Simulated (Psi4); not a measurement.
# One shape, several levels: C2F4O (trifluoroacetyl fluoride)

We compute a comparison of 3 runs (HF/cc-pVDZ, MP2/cc-pVDZ, CCSD/cc-pVDZ) of C2F4O (trifluoroacetyl fluoride). 

The calculation is run with Psi4 1.11.

### 1 The system as given

C2F4O: 7 atoms, total charge 0, spin state singlet. As SMILES, `O=C(F)C(F)(F)F`. The C4–F7 distance was set to 1.714 Å, away from the relaxed value.

Bond lengths: O1–C2 1.172 Å, C2–F3 1.326 Å, C2–C4 1.542 Å, C4–F5 1.330 Å, C4–F6 1.330 Å. Angles: O1–C2–F3 124.0°, O1–C2–C4 126.4°, F3–C2–C4 109.5°, C2–C4–F5 109.8°, C2–C4–F6 109.8°, F5–C4–F6 108.7°. A long bond or contact: C4–F7 1.714 Å.

### 2 A single-point energy at HF/cc-pVDZ (run 1)

File job.json:

```json
{
  "schema_name": "qcschema_input",
  "schema_version": 1,
  "molecule": {
    "schema_name": "qcschema_molecule",
    "schema_version": 2,
    "symbols": ["O", "C", "F", "C", "F", "F", "F"],
    "geometry": [1.31788744, -2.87180356, 1.50261951, -0.5193043, -1.74163396, 0.99997126, -2.83576838, -2.50300461, 1.5757897, -0.6531536, 0.80942072, -0.40143074, -2.0062542, 0.55699111, -2.50337311, -1.75388127, 2.52856127, 1.06361723, 2.32578043, 1.8209212, -1.17127115],
    "molecular_charge": 0,
    "molecular_multiplicity": 1,
    "fix_symmetry": "c1",
    "fix_com": true,
    "fix_orientation": true
  },
  "driver": "energy",
  "model": {
    "method": "scf",
    "basis": "cc-pVDZ"
  },
  "keywords": {
    "puream": true,
    "e_convergence": 1e-09,
    "d_convergence": 1e-08,
    "scf_type": "pk"
  }
}
```

On the command line:

```bash
$ psi4 --qcschema job.json -n 1 --memory 2200MB
```

stdout:

```text
[...]
  Running in c1 symmetry.
[...]
  Nuclear repulsion =  323.089074132988173
[...]
  Multiplicity = 1
[...]
  Nalpha       = 28
  Nbeta        = 28
[...]
    Number of basis functions: 98
[...]
   @RHF iter   1:  -548.05030184289399   -1.02728e+00   7.89363e-03 ADIIS/DIIS
[...]
   @RHF iter  14:  -548.30562053463711   -2.38742e-12   5.74756e-09 DIIS
[...]
    Orbital Energies [Eh]
    ---------------------
    Doubly Occupied:
       1A    -26.417314     2A    -26.417295     3A    -26.399462
       4A    -26.317308     5A    -20.650676     6A    -11.594203
       7A    -11.498657     8A     -1.778753     9A     -1.728051
      10A     -1.706775    11A     -1.548591    12A     -1.499612
      13A     -1.082691    14A     -0.937919    15A     -0.874941
      16A     -0.865426    17A     -0.833977    18A     -0.783992
      19A     -0.772384    20A     -0.762975    21A     -0.745381
      22A     -0.720342    23A     -0.688985    24A     -0.635523
      25A     -0.633053    26A     -0.615569    27A     -0.595881
      28A     -0.548113
[...]
  @RHF Final Energy:  -548.30562053463711
   => Energetics <=
    Nuclear Repulsion Energy =            323.0890741329881735
    One-Electron Energy =               -1403.4816849286353317
    Two-Electron Energy =                 532.0869902610101008
    Total Energy =                       -548.3056205346371144
[...]
 Multipole Moments:
 ------------------------------------------------------------------------------------
     Multipole            Electronic (a.u.)      Nuclear  (a.u.)        Total (a.u.)
 ------------------------------------------------------------------------------------
 L = 1.  Multiply by 2.5417464519 to convert [e a0] to [Debye]
 Dipole X            :         34.1113749          -34.9227587           -0.8113838
 Dipole Y            :          6.8580424           -6.9364872           -0.0784448
 Dipole Z            :         -6.1956612            6.2950632            0.0994020
 Magnitude           :                                                    0.8212052
[...]
```

The result, in JSON:

```text
{
 "driver": "energy",
 "model": {
  "method": "scf",
  "basis": "cc-pVDZ"
 },
 "success": true,
 "return_result": -548.3056205346371,
 "properties": {
  "calcinfo_nbasis": 98,
  "calcinfo_nmo": 98,
  "calcinfo_nalpha": 28,
  "calcinfo_nbeta": 28,
  "calcinfo_natom": 7,
  "nuclear_repulsion_energy": 323.0890741329882,
  "return_energy": -548.3056205346371,
  "scf_one_electron_energy": -1403.4816849286353,
  "scf_two_electron_energy": 532.0869902610101,
  "scf_dipole_moment": [-0.8113837611928645, -0.07844476705207626, 0.09940198866012295],
  "scf_total_energy": -548.3056205346371,
  "scf_iterations": 14
 }
}
```

It took 6.9 s on 1 thread of AMD EPYC 7R43 (Zen 3), shared host; peak memory 0.38 GiB.

### 3 The energy at MP2/cc-pVDZ (run 2)

File c2f4o.py:

```python
import psi4

psi4.set_memory('2200 MB')
psi4.set_num_threads(1)
psi4.core.set_output_file('output.dat', False)

molecule = psi4.geometry("""
0 1
O      1.31788744    -2.87180356     1.50261951
C     -0.51930430    -1.74163396     0.99997126
F     -2.83576838    -2.50300461     1.57578970
C     -0.65315360     0.80942072    -0.40143074
F     -2.00625420     0.55699111    -2.50337311
F     -1.75388127     2.52856127     1.06361723
F      2.32578043     1.82092120    -1.17127115
units bohr
symmetry c1
no_reorient
no_com
""")

psi4.set_options({
    'basis': 'cc-pVDZ',
    'puream': True,
    'e_convergence': 1e-09,
    'd_convergence': 1e-08,
    'scf_type': 'pk',
    'num_frozen_docc': 7,
    'mp2_type': 'conv',
})

e, wfn = psi4.energy("mp2", return_wfn=True)
print(f'mp2 energy: {e:.10f} Eh')
```

On the command line:

```bash
$ python c2f4o.py
```

output.dat:

```text
[...]
  Running in c1 symmetry.
[...]
  Nuclear repulsion =  323.089074132988173
[...]
  Multiplicity = 1
[...]
  Nalpha       = 28
  Nbeta        = 28
[...]
    Number of basis functions: 98
[...]
   @RHF iter   1:  -548.05030184289399   -1.02728e+00   7.89363e-03 ADIIS/DIIS
[...]
   @RHF iter  14:  -548.30562053463711   -2.38742e-12   5.74756e-09 DIIS
[...]
    Orbital Energies [Eh]
    ---------------------
    Doubly Occupied:
       1A    -26.417314     2A    -26.417295     3A    -26.399462
       4A    -26.317308     5A    -20.650676     6A    -11.594203
       7A    -11.498657     8A     -1.778753     9A     -1.728051
      10A     -1.706775    11A     -1.548591    12A     -1.499612
      13A     -1.082691    14A     -0.937919    15A     -0.874941
      16A     -0.865426    17A     -0.833977    18A     -0.783992
      19A     -0.772384    20A     -0.762975    21A     -0.745381
      22A     -0.720342    23A     -0.688985    24A     -0.635523
      25A     -0.633053    26A     -0.615569    27A     -0.595881
      28A     -0.548113
[...]
  @RHF Final Energy:  -548.30562053463711
   => Energetics <=
    Nuclear Repulsion Energy =            323.0890741329881735
    One-Electron Energy =               -1403.4816849286353317
    Two-Electron Energy =                 532.0869902610101008
    Total Energy =                       -548.3056205346371144
[...]
 Multipole Moments:
 ------------------------------------------------------------------------------------
     Multipole            Electronic (a.u.)      Nuclear  (a.u.)        Total (a.u.)
 ------------------------------------------------------------------------------------
 L = 1.  Multiply by 2.5417464519 to convert [e a0] to [Debye]
 Dipole X            :         34.1113749          -34.9227587           -0.8113838
 Dipole Y            :          6.8580424           -6.9364872           -0.0784448
 Dipole Z            :         -6.1956612            6.2950632            0.0994020
 Magnitude           :                                                    0.8212052
[...]
	SCS-MP2 Total Energy (a.u.)        :  -549.45347174147457
	SOS-MP2 Total Energy (a.u.)        :  -549.34354188122768
	SCSN-MP2 Total Energy (a.u.)       :  -548.88605019674094
[...]
	SOS-PI-MP2 Total Energy (a.u.)     :  -549.51652877232618
[...]
	MP2 Total Energy (a.u.)            :  -549.50034457087008
[...]
```

The script printed:

```text
mp2 energy: -549.5003445709 Eh
```

Run time: 15 s. Hardware: 1 thread of AMD EPYC 7R43 (Zen 3), shared host; peak memory 0.6 GiB.

### 4 A single-point energy at CCSD/cc-pVDZ (run 3)

File input.in:

```
memory 2.2 GB

molecule system {
  0 1
  O
  C 1 1.172007
  F 2 1.325825 1 124.03639
  C 2 1.54187 1 126.444 3 179.97826
  F 4 1.329569 2 109.82491 1 120.48043
  F 4 1.329637 5 108.69957 2 -120.14246
  F 4 1.7139 5 109.13886 6 -118.93531
  symmetry c1
  no_reorient
  no_com
}

set {
  basis           cc-pVDZ
  reference       rhf
  puream          true
  e_convergence   1e-09
  d_convergence   1e-08
  scf_type        pk
  num_frozen_docc 7
}

energy("ccsd")
```

On the command line:

```bash
$ psi4 input.in input.out -n 1
```

input.out:

```text
[...]
  Running in c1 symmetry.
[...]
  Nuclear repulsion =  323.089082207122317
[...]
  Multiplicity = 1
[...]
  Nalpha       = 28
  Nbeta        = 28
[...]
    Number of basis functions: 98
[...]
   @RHF iter   1:  -548.05030175870672   -1.02728e+00   7.89363e-03 ADIIS/DIIS
[...]
   @RHF iter  14:  -548.30562051515619   -1.59162e-12   5.74757e-09 DIIS
[...]
    Orbital Energies [Eh]
    ---------------------
    Doubly Occupied:
       1A    -26.417314     2A    -26.417295     3A    -26.399462
       4A    -26.317308     5A    -20.650676     6A    -11.594203
       7A    -11.498657     8A     -1.778753     9A     -1.728050
      10A     -1.706775    11A     -1.548591    12A     -1.499612
      13A     -1.082691    14A     -0.937919    15A     -0.874941
      16A     -0.865426    17A     -0.833977    18A     -0.783992
      19A     -0.772384    20A     -0.762975    21A     -0.745381
      22A     -0.720342    23A     -0.688985    24A     -0.635523
      25A     -0.633054    26A     -0.615569    27A     -0.595881
      28A     -0.548113
[...]
  @RHF Final Energy:  -548.30562051515619
   => Energetics <=
    Nuclear Repulsion Energy =            323.0890822071223170
    One-Electron Energy =               -1403.4817003601599481
    Two-Electron Energy =                 532.0869976378813817
    Total Energy =                       -548.3056205151561926
[...]
 Multipole Moments:
 ------------------------------------------------------------------------------------
     Multipole            Electronic (a.u.)      Nuclear  (a.u.)        Total (a.u.)
 ------------------------------------------------------------------------------------
 L = 1.  Multiply by 2.5417464519 to convert [e a0] to [Debye]
 Dipole X            :          0.0017998           -0.0001806            0.0016192
 Dipole Y            :          0.2812409           -0.8305161           -0.5492753
 Dipole Z            :          2.2041575           -1.5936883            0.6104692
 Magnitude           :                                                    0.8212056
[...]
      * MP2 total energy                      = -549.500344613478887
[...]
      * CCSD total energy                     = -549.508947031913522
[...]
```

Run time: 89 s. Hardware: 1 thread of AMD EPYC 7R43 (Zen 3), shared host; peak memory 0.73 GiB.

### 5 The series

```csv
run,level,frozen core orbitals,mp2 type,energy (Eh),HOMO energy (eV),LUMO energy (eV),HOMO–LUMO gap (eV),wall time
1,HF/cc-pVDZ,0,–,-548.305621,-14.91,2.49,17.41,6.9 s
2,MP2/cc-pVDZ,7,conv,-549.500345,-14.91,2.49,17.41,15 s
3,CCSD/cc-pVDZ,7,–,-549.508947,-14.91,2.49,17.41,89 s
```

### 6 What came out

```
                                          quantity          value
                               run 3: total energy  -549.50895 Eh
        run 3: HOMO energy (Hartree–Fock orbitals)      -14.91 eV
        run 3: LUMO energy (Hartree–Fock orbitals)        2.49 eV
      run 3: HOMO–LUMO gap (Hartree–Fock orbitals)       17.41 eV
run 3: correlation energy (7 core orbitals frozen)    -1203.3 mEh
                              run 3: T1 diagnostic          0.015
```

**Reading.** Below the HF energy at the same shape and in the same basis (cc-pVDZ): MP2 -1194.7 mEh; CCSD -1203.3 mEh. All runs together took 1.9 min, the longest 89 s.
